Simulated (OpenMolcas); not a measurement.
# Ti³⁺ in Cs2NaYBr6: CASSCF and CASPT2 levels and susceptibility

Which state of Ti³⁺ lies lowest among these ligands, how large is the field, and what χT follows?

The numbers are computed with OpenMolcas 26.06 (state-averaged CASSCF and CASPT2, spin-orbit coupling by RASSI with atomic mean-field integrals), except any that are marked as measured or tabulated.

### Step 1. What is computed

| Item | Value |
| --- | --- |
| Species | Ti³⁺ (titanium, Z = 22, 19 electrons) |
| Basis | ANO-RCC-VTZP [6s5p3d2f1g], 245 functions with the ligands |
| Scalar Hamiltonian | DKH2, point nucleus |
| Inactive shells | 1s 2s 2p 3s 3p of the metal, and all ligand shells |
| Active space | 1 electron in 5 orbitals (3d) |
| Some configurations of this space | 3d |
| Orbitals | optimised for each spin and parity, averaged over all roots |

Outer shells as boxes (Hund's rule):

3d
```
3d [↑ ][  ][  ][  ][  ]
```

Ti³⁺ is taken with its 6 nearest bromide ions at 2.765 Å, on the cation site of Cs2NaYBr6 (a = 11.3047 Å). The rest of the host is ab initio model potentials to 7.6 Å, with orthogonalisation functions on the cations behind the ligands, and point charges beyond; the distance is set by hand, nothing relaxes, and no local charge compensation is placed. Ligand basis ANO-RCC-VDZP.

```xyz
15

Ti    0.0000    0.0000    0.0000
Br    2.7650    0.0000    0.0000
Br    0.0000    2.7650    0.0000
Br   -2.7650    0.0000    0.0000
Br    0.0000   -2.7650    0.0000
Br    0.0000    0.0000    2.7650
Br    0.0000    0.0000   -2.7650
Cs    2.8262   -2.8262   -2.8262
Cs   -2.8262    2.8262    2.8262
Cs    2.8262   -2.8262    2.8262
Cs   -2.8262    2.8262   -2.8262
Cs    2.8262    2.8262   -2.8262
Cs   -2.8262   -2.8262    2.8262
Cs    2.8262    2.8262    2.8262
Cs   -2.8262   -2.8262   -2.8262
```

The work runs as a chain of OpenMolcas steps in one folder; each step below is one input file. Labels, J, g values, rates, χT and fits are worked out afterwards by a script from the matrices that RASSI stores.

### Step 2. GATEWAY and SEWARD: basis and integrals

Contents of a.inp:

```
&GATEWAY
Basis set
Ti.ANO-RCC-VTZP.
Ti1 0.0 0.0 0.0 Angstrom
End of basis
Basis set
Br.ANO-RCC-VDZP.
L1 2.765000 0.000000 0.000000 Angstrom
L2 0.000000 2.765000 0.000000 Angstrom
L3 0.000000 0.000000 2.765000 Angstrom
End of basis
Basis set
Na.EMB-AIMP.Al-Abdalla.7s4p.1s1p.ECP.Cs2NaYBr6.
PseudoCharge
* 3 symmetry-unique lattice sites within 7.6 angstrom
End of basis
Basis set
Cs.EMB-AIMP.Al-Abdalla.0s.0s.ECP.Cs2NaYBr6.
PseudoCharge
* 4 symmetry-unique lattice sites within 7.6 angstrom
End of basis
Basis set
Br.EMB-AIMP.Al-Abdalla.0s.0s.ECP.Cs2NaYBr6.
PseudoCharge
* 12 symmetry-unique lattice sites within 7.6 angstrom
End of basis
Symmetry
XYZ
AngMom=0.0 0.0 0.0
AMFI
RICD
XField
1570 Angstrom 0
* Evjen-weighted lattice charges
&SEWARD
```

Command:

```sh
OMP_NUM_THREADS=1 MOLCAS_MEM=2457 MOLCAS_PROJECT=a pymolcas a.inp > a.log
```

### Step 3. CASSCF: doublets, 5 roots

Contents of a.inp:

```
&RASSCF
FileOrb=start.orb
Symmetry=1
Spin=2
nActEl=1 0 0
Inactive=57 60
Ras2=5 0
CIRoot=5 5 1
SDav=5
CIMx=300
Iter=150 100
PrWF=0.3
OrbListing=Nothing
MaxOrb=0
LevShft=1.0
>>> COPY $Project.JobIph JOB001
```

start.orb holds start orbitals that the driver prepared beforehand, or those of the step before.

### Step 4. RASSI: spin-orbit coupling between the states

Contents of a.inp:

```
&RASSI
NrOfJobIphs=1 5
1 2 3 4 5
IphNames
JOB001
EJob
SpinOrbit
DIPRint=1.0
SOCoupling=1000.0
Subsets=2
Property=9
'ANGMOM' 1 'ANGMOM' 2 'ANGMOM' 3 'MLTPL  1' 1 'MLTPL  1' 2 'MLTPL  1' 3
'AMFI' 1 'AMFI' 2 'AMFI' 3
SOProperty=3
'ANGMOM' 1 'ANGMOM' 2 'ANGMOM' 3
```

### Step 5. CASPT2: IPEA 0.25, imaginary shift 0.1 (74 orbitals frozen, the lowest in energy)

Contents of a.inp:

```
>>> COPY JOB001 $Project.JobIph
&CASPT2
Multistate=5 1 2 3 4 5
NoMult
Frozen=29 45
IPEA=0.25
Imaginary=0.1
MaxIter=60
WThr=0.0 0.3 0.05
PrWF=0.5
NoMix
```

(Steps that only read results are left out.)

Before running it: what results should come out? Wanted: spin-free ground state; first state of the same spin within the active space; lowest level; next level.

**Answer**, as computed:

```
                                            quantity                                                                                 value
                                              method  SS-CASPT2, IPEA 0.25, imaginary shift 0.1 (74 orbitals frozen, the lowest in energy)
                              spin-free ground state                                                       2T2, 3-fold in its orbital part
first state of the same spin within the active space                                                                       2E at 9040 cm⁻¹
                                        lowest level                                                                             4-fold Γ8
                                          next level                                                                            252.3 cm⁻¹
                                         χT at 300 K                                                                        0.44 cm³ K/mol
                           effective moment at 300 K                                                                               1.87 μB
```

Cost by method:

```
                                                                                 method  time of its own steps  time with the reference
                                                                              A. CASSCF                   71 s                     71 s
B. SS-CASPT2, IPEA 0.25, imaginary shift 0.1 (74 orbitals frozen, the lowest in energy)                   79 s                  2.5 min
```

Times are of one thread on a shared host.

In words: The spin-free ground state (2T2) comes to 100 % from free-ion D terms and keeps the highest spin of the shell. χT at 300 K is 0.44, against 0.38 cm³ K/mol for the spin alone, so orbital moment adds to it. A ligand-field fit to the states below 45000 cm-1 gives 10Dq = 9037 cm-1, the gap between the two states. The frozen orbitals are chosen by energy, so an outer shell of the metal can be frozen while a deeper shell elsewhere is correlated. The bonds are covalent and no ligand orbital is active, so the numbers are rough.
